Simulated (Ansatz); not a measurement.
# FH₆NSn (built from SMILES N.[F][SnH3]): search for a transition state

Aim: find the saddle point of a four-centre ligand exchange that is to form Sn1–N7, F2–H6 and break Sn1–F2, H6–N7, prove it by its vibrations, and relax downhill on both sides to see what it joins.

The runs use Ansatz 0.2.0, Gaussian basis; PBE0-D4, def2-SVP first, then def2-TZVP.

31 further runs of the same task are left out: 31 set aside as unsound or not needed.

**1. Starting geometry**

The guess: 9 atoms, charge 0, spin multiplicity 1.

Atoms are counted from 1 here; the program's logs count them from 0.

Bond lengths: Sn1–F2 2.331 Å, Sn1–H3 1.679 Å, Sn1–H4 1.734 Å, Sn1–H5 1.678 Å, Sn1–N7 2.451 Å, N7–H8 1.006 Å, N7–H9 1.007 Å. Angles: F2–Sn1–H3 80.8°, F2–Sn1–H4 157.0°, F2–Sn1–H5 81.9°, F2–Sn1–N7 60.3°, H3–Sn1–H4 108.4°, H3–Sn1–H5 121.2°, H3–Sn1–N7 110.3°, H4–Sn1–H5 109.0°, H4–Sn1–N7 96.8°, H5–Sn1–N7 108.4°, Sn1–N7–H8 118.5°, Sn1–N7–H9 118.6°, H8–N7–H9 109.6°.

Geometry (Å):

```
Sn   -0.4376    1.0408   -0.2903
F     1.2670   -0.2401   -1.2333
H    -1.0785    0.8341   -1.8284
H    -1.7345    1.4207    0.7963
H     0.8337    2.1003   -0.0130
H     0.9721   -0.9966   -0.3441
N     0.1367   -1.1300    0.6920
H    -0.5287   -1.8814    0.6197
H     0.5698   -1.1478    1.6011
```

Distances that are to change: Sn1–N7 2.45 Å, F2–H6 1.20 Å, Sn1–F2 2.33 Å, H6–N7 1.34 Å.

**2. Constrained relaxation of the guess**

File hold/in.yaml:

```yaml
crystal:
  periodic: [false, false, false]
  atoms:
    - {symbol: Sn, position_ang: [-0.437600, 1.040800, -0.290300]}
    - {symbol: F, position_ang: [1.267000, -0.240100, -1.233300]}
    - {symbol: H, position_ang: [-1.078500, 0.834100, -1.828400]}
    - {symbol: H, position_ang: [-1.734500, 1.420700, 0.796300]}
    - {symbol: H, position_ang: [0.833700, 2.100300, -0.013000]}
    - {symbol: H, position_ang: [0.972100, -0.996600, -0.344100]}
    - {symbol: N, position_ang: [0.136700, -1.130000, 0.692000]}
    - {symbol: H, position_ang: [-0.528700, -1.881400, 0.619700]}
    - {symbol: H, position_ang: [0.569800, -1.147800, 1.601100]}
basis:
  gaussian: {orbitals: def2-SVP}
hamiltonian: {xc: pbe0, dispersion: d4}
relax: {f_tol: 0.08, max_steps: 120, escape_saddle: false, constraints: [{distance: [0, 6]}, {distance: [1, 5]}, {distance: [0, 1]}, {distance: [5, 6]}]}
```

No record of the launch command was kept for these runs.

Further steps of the session: Saddle search in the small basis; Saddle search in triple zeta; Checking the order of the point; Relaxing after a step of 0.30 Å one way along the mode; Relaxing after a step of 0.30 Å the other way along the mode.

**Question.** What will these runs give? Wanted: imaginary mode; barrier from the start side; barrier from the end side; energy of the step; pairs that change; zero-point energy at the saddle.

As calculated:

```
                       quantity                                                        value
                 imaginary mode                                                    448i cm⁻¹
    barrier from the start side                                                 8.4 kcal/mol
      barrier from the end side                                                 6.7 kcal/mol
             energy of the step                                                +1.7 kcal/mol
              pairs that change  Sn1–N7 tightened, F2–H6 formed, Sn1–F2 broken, H6–N7 broken
zero-point energy at the saddle                                                     1.552 eV
```

One imaginary mode, 448i cm⁻¹, makes this a first-order saddle. It joins the planned start and end. At PBE0-D4/def2-TZVP the electronic barrier is 8.4 kcal/mol, about 14 kT at 298 K, and the step runs 1.7 kcal/mol uphill. A step off the saddle overshot and began above it in energy, so the link to its end is likely but not proven. Lower complexes than these ends may exist.
